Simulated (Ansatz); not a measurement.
# Sn2Ge: phonon spectrum

This session takes Sn2Ge and sets out to find the equilibrium cell, relax to small forces and stress and test dynamical stability over the zone.

Program: Ansatz 0.2.0. Level of theory: DFT PBEsol, scalar-relativistic, plane waves, PAW. These are calculated values, not measurements.

## (1) The structure to begin with

Symmetry: Fm-3m, No. 225, cubic system. Conventional cell: a = 6.286 Å, b = 6.286 Å, c = 6.286 Å, α = 90.00°, β = 90.00°, γ = 90.00°. Sn (site symmetry -43m) is surrounded by 4 Ge at 2.72 Å. Around Ge (site symmetry m-3m) lie 8 Sn at 2.72 Å.

Structure file:

```cif
data_structure
_symmetry_space_group_name_H-M 'P 1'
_symmetry_Int_Tables_number 1
_cell_length_a 4.4448
_cell_length_b 4.4448
_cell_length_c 4.4448
_cell_angle_alpha 60.000
_cell_angle_beta 60.000
_cell_angle_gamma 60.000
_cell_volume 62.09
loop_
_atom_site_label
_atom_site_type_symbol
_atom_site_fract_x
_atom_site_fract_y
_atom_site_fract_z
_atom_site_occupancy
Sn1 Sn 0.75000 0.75000 0.75000 1
Sn2 Sn 0.25000 0.25000 0.25000 1
Ge1 Ge 0.00000 0.00000 0.00000 1
```

The cell was made up by rule, so the compound may not exist in this form.

(A quick probe on a coarse mesh, which set the mesh and smearing, is not shown.)

## (3) A loose first relaxation

input.yaml reads:

```yaml
crystal:
  lattice:
    - [0.0, 3.1429694073, 3.1429694073]
    - [3.1429694073, 0.0, 3.1429694073]
    - [3.1429694073, 3.1429694073, 0.0]
  atoms:
    - { symbol: Sn, position: [0.75, 0.75, 0.75] }
    - { symbol: Sn, position: [0.25, 0.25, 0.25] }
    - { symbol: Ge, position: [0.0, 0.0, 0.0] }
basis:
  ecutwfc: 420
kpoints:
  mp_grid: { grid: [6, 6, 6] }
hamiltonian:
  xc: pbesol
scf:
  occupations: { method: gaussian, width: 0.1 }
output:
  forces: true
  stress: true
  eigenvalues: true
relax:
  adjacent_minimum: "off"
  f_tol: 0.05
  max_steps: 80
  cell: { stress_tol: 0.5 }
```

Started as:

```bash
$ ansatz run input.yaml --threads 2 --pin off --max-ram 6144MiB --backend cpu --events-out ev --progress --plain --runs-dir out
```

The session goes on with these runs: full relaxation; a stricter relaxation, with the smearing for a metal; phonon dispersion.

Q: Predict the outcome of this session. Wanted: relaxed cell; volume; formation energy; highest frequency on the q mesh; lowest mode on the q mesh.

**Answer**, as computed:

```
                                                               quantity                                                                      value
                                            relaxed cell (conventional)  a = 6.859 Å, b = 6.859 Å, c = 6.859 Å, α = 90.00°, β = 90.00°, γ = 90.00°
                                                   space group (0.01 Å)                                                            Fm-3m (No. 225)
                                                                 volume                                                              26.89 Å³/atom
formation energy (elements from runs with the same settings, not shown)                                                              +0.16 eV/atom
                                        highest frequency on the q mesh                                                                   132 cm⁻¹
                                              lowest mode on the q mesh                                    12i cm⁻¹ at q = (0.250, -0.500, -0.250)
```

What this shows: The volume changed by +30 %, so the start was far from this level's equilibrium or the structure changed its character. The lowest mode, at q = (0.25, -0.50, -0.25), is slightly imaginary (12i cm⁻¹); so small a value lies within the noise of mesh and smearing and is no sure sign of an instability. In a metal such response values depend on mesh and smearing, which were not converged here.
